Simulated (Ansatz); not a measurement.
# AlH₃Se (SMILES [AlH2][SeH]): functionals against CCSD(T) at one geometry

One table from this session's results is given with a row withheld; the runs are named, their logs left out.

Program: Ansatz 0.2.0, Gaussian basis. Level of theory: single points in def2-TZVPP. These are calculated values, not measurements.

Correlated methods freeze the cores. Filled d shells of the heavier atoms are correlated.

**Starting geometry**

SMILES `[AlH2][SeH]`, 5 atoms, charge 0, spin multiplicity 1.

Atoms are counted from 1 here; the program's logs count them from 0.

Bond lengths: Al1–Se2 2.400 Å, Al1–H3 1.464 Å, Al1–H4 1.450 Å, Se2–H5 1.456 Å. Angles: Se2–Al1–H3 119.0°, Se2–Al1–H4 124.8°, H3–Al1–H4 115.9°, Al1–Se2–H5 91.9°.

As a file:

| atom | x (Å) | y (Å) | z (Å) |
| --- | --- | --- | --- |
| Al1 | -0.4906 | -0.5284 | 0.0289 |
| Se2 | 0.5166 | 1.6499 | 0.0332 |
| H3 | -0.7315 | -1.2017 | 1.3058 |
| H4 | -1.0154 | -1.1946 | -1.1471 |
| H5 | 1.8435 | 1.0895 | -0.1789 |

The first run:

Contents of run/in.yaml:

```yaml
crystal:
  periodic: [false, false, false]
  atoms:
    - {symbol: Al, position_ang: [-0.490600, -0.528400, 0.028900]}
    - {symbol: Se, position_ang: [0.516600, 1.649900, 0.033200]}
    - {symbol: H, position_ang: [-0.731500, -1.201700, 1.305800]}
    - {symbol: H, position_ang: [-1.015400, -1.194600, -1.147100]}
    - {symbol: H, position_ang: [1.843500, 1.089500, -0.178900]}
basis:
  gaussian: {orbitals: def2-TZVPP}
correlation: {method: ccsd_t}
output: {forces: true}
```

No record of the launch command was kept for these runs.

Steps of the session up to this table: CCSD(T)/def2-TZVPP; PBE0-D4/def2-TZVPP; wB97M-V/def2-TZVPP; r2SCAN-D4/def2-TZVPP; PBE-D4/def2-TZVPP; CAM-B3LYP-D4/def2-TZVPP; revPBE-D4/def2-TZVPP.

One table of the session follows, with a row left open; its other results are not shown here.

```
      method  RMS force component (eV/Å)  angle to CCSD(T) forces (°)  dipole (D)
     CCSD(T)                       1.014                    reference        1.19
     PBE0-D4                       1.039                          1.8        1.19
     wB97M-V                       0.967                          1.5        1.24
   r2SCAN-D4                       1.028                          1.5        1.18
      PBE-D4                       1.074                          7.6        1.07
CAM-B3LYP-D4                           ?                            ?           ?
   revPBE-D4                       1.079                          8.7        1.06
```

**Question.** Estimate the row for CAM-B3LYP-D4.

**Answer.** RMS force component (eV/Å): 0.975; angle to CCSD(T) forces (°): 1.7; dipole (D): 1.25. In the column «RMS force component (eV/Å)» it lies between wB97M-V (0.967) and CCSD(T) (1.014).
